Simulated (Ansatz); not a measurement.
# H3Sb + H4Si: molecular dynamics, part 2 of 2

The plan is to follow the two partners and see whether they stay together, part or react. The start is relaxed first. Runs: 250 steps of 0.5 fs under a Langevin thermostat at 500 K; 250 steps of 0.25 fs under a Langevin thermostat at 1000 K. SMILES of the start: [SiH4].[SbH3].

Ansatz 0.2.0; RKS B3LYP/def2-SVP.

## Step 9: The trajectory

The trajectory, every 10 steps (energies from step 0):

```
time (fs)  T (K)  potential energy change (meV/atom)  closest contact of the partners (Å)
      0.0    889                                 0.0                                 3.80
      2.5    996                                16.7                                 3.79
      5.0    591                                43.7                                 3.81
      7.5    503                                56.6                                 3.83
     10.0    734                                47.2                                 3.84
     12.5    847                                39.2                                 3.85
     15.0    906                                53.0                                 3.87
     17.5   1012                                66.2                                 3.84
     20.0   1044                                59.3                                 3.76
     22.5   1082                                47.0                                 3.68
     25.0   1070                                44.2                                 3.62
     27.5    940                                49.2                                 3.56
     30.0   1038                                58.5                                 3.50
     32.5   1108                                58.0                                 3.43
     35.0   1282                                48.2                                 3.37
     37.5   1107                                54.6                                 3.38
     40.0    921                                65.4                                 3.36
     42.5    878                                61.3                                 3.34
     45.0   1249                                50.9                                 3.31
     47.5   1128                                43.0                                 3.25
     50.0    816                                38.3                                 3.18
     52.5    905                                27.0                                 3.13
     55.0    934                                19.0                                 3.09
     57.5    770                                33.0                                 3.06
     60.0    822                                57.5                                 3.01
     62.5    800                                65.6                                 2.95
```

time (fs), T (K) and a bar:
```
      0.0        889 ##############
      2.8        993 ##################
      5.5        561 
      8.2        575 #
     10.8        690 #####
     13.5        807 ##########
     16.2        902 ##############
     19.0        886 ##############
     21.8       1127 ########################
     24.5        989 ##################
     27.2        954 ################
     30.0       1038 ####################
     32.5       1108 #######################
     35.2       1278 ##############################
     38.0       1116 #######################
     40.8        899 ##############
     43.5       1047 ####################
     46.2       1215 ###########################
     49.0       1013 ###################
     51.8        930 ###############
     54.2        916 ###############
     57.0        881 #############
     59.8        903 ##############
     62.5        800 ##########
```

## Step 10: Snapshots as a file

Extended XYZ, with forces in eV/Å:

```xyz
9
time_fs=7.8 T=524 dE=0.5120
Si   -0.085    0.062   -2.525   -2.483   -2.874   -0.270
H     1.044    0.875   -2.740    1.178    1.273    0.082
H    -1.260    0.381   -3.511    1.022   -0.125    0.549
H    -0.815    0.003   -1.157    0.842    0.324   -0.636
H     0.426   -1.429   -2.821   -0.558    1.402    0.271
Sb    0.520    0.554    2.996   -0.717    1.789    0.591
H     0.495   -0.909    2.324   -0.023   -1.737   -0.929
H    -1.279    0.686    2.864    0.964   -0.158    0.272
H     0.572   -0.199    4.545   -0.225    0.104    0.069
9
time_fs=15.5 T=808 dE=0.5234
Si   -0.120    0.063   -2.483    2.601   -0.575   -1.806
H     1.130    0.936   -2.955   -1.308   -0.339    1.037
H    -1.263    0.357   -3.272   -1.033    0.450   -1.139
H    -0.711   -0.093   -1.208   -0.007    0.365    1.870
H     0.409   -1.303   -2.846   -0.253    0.101    0.034
Sb    0.501    0.552    2.991    0.341   -0.532    0.174
H     0.519   -1.075    2.327   -0.046    0.421    0.146
H    -1.198    0.701    2.763   -0.061   -0.130    0.214
H     0.468   -0.102    4.635   -0.234    0.240   -0.531
9
time_fs=23.5 T=1065 dE=0.4005
Si   -0.169    0.085   -2.448   -0.424   -0.022   -1.260
H     0.852    1.024   -3.042   -0.089    0.204    0.864
H    -1.441    0.457   -3.206    0.380   -0.346    0.332
H    -0.523   -0.139   -1.027    0.277    0.606    0.303
H     0.398   -1.214   -2.857   -0.144   -0.441   -0.242
Sb    0.482    0.540    3.004    0.278    0.641   -0.365
H     0.700   -1.038    2.301   -0.451    0.137    0.266
H    -1.217    0.858    2.632    0.469   -0.553    0.254
H     0.315    0.047    4.647   -0.297   -0.226   -0.152
9
time_fs=31.2 T=939 dE=0.5490
Si   -0.173    0.093   -2.407   -1.700   -1.206    0.318
H     0.592    1.177   -2.859    1.558    1.359   -0.221
H    -1.502    0.544   -3.023    0.264   -0.658    0.449
H    -0.261   -0.094   -0.900    0.029    0.292   -0.507
H     0.334   -1.206   -2.965   -0.150    0.214   -0.041
Sb    0.463    0.538    3.020    0.458    2.154    0.684
H     0.744   -0.930    2.313   -0.467   -1.156   -0.174
H    -1.181    0.967    2.578    0.284   -0.719    0.233
H     0.244    0.134    4.725   -0.276   -0.279   -0.741
9
time_fs=39.0 T=996 dE=0.5708
Si   -0.193    0.086   -2.311    2.280    0.990   -0.692
H     0.592    1.413   -2.743   -0.338   -1.363    0.529
H    -1.483    0.481   -2.769   -1.447   -0.166   -0.254
H    -0.086   -0.114   -0.851   -0.123    0.009    0.203
H     0.401   -1.135   -3.011   -0.372    0.529    0.209
Sb    0.477    0.528    3.055    0.877   -0.597    0.799
H     0.725   -1.113    2.256   -0.752    0.998    0.645
H    -1.113    1.014    2.668   -0.341   -0.463   -0.221
H    -0.003   -0.003    4.739    0.216    0.061   -1.219
9
time_fs=47.0 T=1132 dE=0.3983
Si   -0.200    0.091   -2.276    1.182   -0.402    0.068
H     0.429    1.368   -2.551    0.798    0.595   -0.371
H    -1.549    0.445   -2.565   -1.483   -0.297   -0.261
H     0.048   -0.136   -0.852   -0.153   -0.235    0.577
H     0.417   -1.064   -3.027   -0.344    0.342   -0.021
Sb    0.509    0.521    3.079    0.265   -1.565   -0.287
H     0.397   -1.172    2.226   -0.094    1.551    0.678
H    -1.076    1.033    2.751   -0.369   -0.016   -0.337
H    -0.115   -0.171    4.542    0.198    0.028   -0.046
9
time_fs=54.8 T=984 dE=0.1712
Si   -0.160    0.092   -2.241   -0.861    0.721    0.649
H     0.493    1.443   -2.416    0.071   -0.422   -0.323
H    -1.686    0.373   -2.480    1.137   -0.492    0.120
H     0.095   -0.210   -0.776   -0.229   -0.113   -0.415
H     0.395   -1.033   -3.063   -0.119    0.308   -0.043
Sb    0.545    0.508    3.083   -0.309   -0.177   -0.383
H     0.146   -0.953    2.223    0.146    0.259   -0.083
H    -0.994    1.200    2.670    0.202    0.010   -0.096
H    -0.238   -0.218    4.396   -0.039   -0.093    0.573
9
time_fs=62.5 T=800 dE=0.5902
Si   -0.148    0.093   -2.233   -0.300    1.525   -0.251
H     0.637    1.600   -2.514   -1.153   -2.290    0.416
H    -1.702    0.233   -2.476    1.301    0.056    0.142
H    -0.012   -0.311   -0.746    0.171    0.173   -0.960
H     0.332   -0.969   -3.233   -0.021    0.535    0.641
Sb    0.568    0.488    3.095    0.174    0.785    0.358
H     0.022   -0.758    2.170   -0.126   -1.002   -0.880
H    -0.822    1.363    2.535    0.088    0.047    0.260
H    -0.271   -0.281    4.374   -0.136    0.171    0.273
```

On run 2: Against a set 1000 K the second half averages 1006 K with a spread of 167 K. The bonds all hold. The partners' closest contact goes from 3.80 to 2.95 Å; so short a run doesn't show whether they stay bound.

## Step 11: Outcome

The summary covers parts 1 to 2.

| quantity | value |
| --- | --- |
| relaxation of the start | 6 moves, 0.094 eV lower |
| run 1: length | 250 steps of 0.5 fs |
| run 1: temperature, first and last step | 444 and 389 K |
| run 1: temperature, second half | mean 453 K, from 280 to 687 K |
| run 1: potential energy, second half | +31 meV/atom from this run's first step |
| run 1: bonds formed or broken | 0 |
| run 2: length | 250 steps of 0.25 fs |
| run 2: temperature, first and last step | 889 and 800 K |
| run 2: temperature, second half | mean 1006 K, from 739 to 1502 K |
| run 2: potential energy, second half | +47 meV/atom from this run's first step |
| run 2: bonds formed or broken | 0 |

**Reading.** Mean temperatures of the second halves: 453 K, 1006 K. No bond formed or broke in any run. In the last run: the partners' closest contact goes from 3.80 to 2.95 Å; so short a run doesn't show whether they stay bound. 62 fs on 9 atoms is far too short and small for converged averages.
